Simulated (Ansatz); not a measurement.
# CH4AlNOS: the cost of one run

Method: RKS B3LYP-D4/6-31G, in Ansatz 0.2.0.

## (1) The structure to begin with

Bond lengths: N1–C2 1.243 Å, C2–O3 1.386 Å, C2–S4 1.825 Å, S4–Al5 2.343 Å, N1–H6 1.080 Å, O3–H7 1.001 Å, Al5–H8 1.562 Å, Al5–H9 1.575 Å. Angles: N1–C2–O3 120.1°, N1–C2–S4 119.4°, O3–C2–S4 120.4°, C2–N1–H6 124.7°, C2–O3–H7 121.6°, C2–S4–Al5 90.4°, S4–Al5–H8 119.2°, S4–Al5–H9 118.7°, H8–Al5–H9 122.0°.

Structure file:

```xyz
9

N     0.3710    1.5450    0.8069
C     0.5806    0.3198    0.8012
O     0.1920   -0.4566    1.8819
S     1.4956   -0.4273   -0.5904
Al   -0.5232   -0.9622   -1.6532
H     0.5865    2.2098   -0.0162
H    -0.2216   -0.0505    2.6986
H    -1.2057   -2.3328   -1.3465
H    -1.1866    0.1085   -2.5994
```

## (2) End point A

The input, input.yaml:

```yaml
crystal:
  periodic: [false, false, false]
  atoms:
    - { symbol: "N", position_ang: [0.371, 1.545, 0.8069] }
    - { symbol: C, position_ang: [0.5806, 0.3198, 0.8012] }
    - { symbol: O, position_ang: [0.192, -0.4566, 1.8819] }
    - { symbol: S, position_ang: [1.4956, -0.4273, -0.5904] }
    - { symbol: Al, position_ang: [-0.5232, -0.9622, -1.6532] }
    - { symbol: H, position_ang: [0.5865, 2.2098, -0.0162] }
    - { symbol: H, position_ang: [-0.2216, -0.0505, 2.6986] }
    - { symbol: H, position_ang: [-1.2057, -2.3328, -1.3465] }
    - { symbol: H, position_ang: [-1.1866, 0.1085, -2.5994] }
basis:
  gaussian: { orbitals: "6-31G" }
hamiltonian:
  xc: b3lyp
  dispersion: d4
relax:
  f_tol: 0.015
  max_steps: 40
output:
  orbitals: {}
```

Command:

```bash
ansatz run input.yaml --threads 1 --pin off --max-ram 2048MiB --backend cpu --events-out ev --progress --plain --runs-dir out
```

What time and memory should one allow on 1 thread of Arm Neoverse V2, shared host?

About 74 s, with a peak of 0.19 GiB.
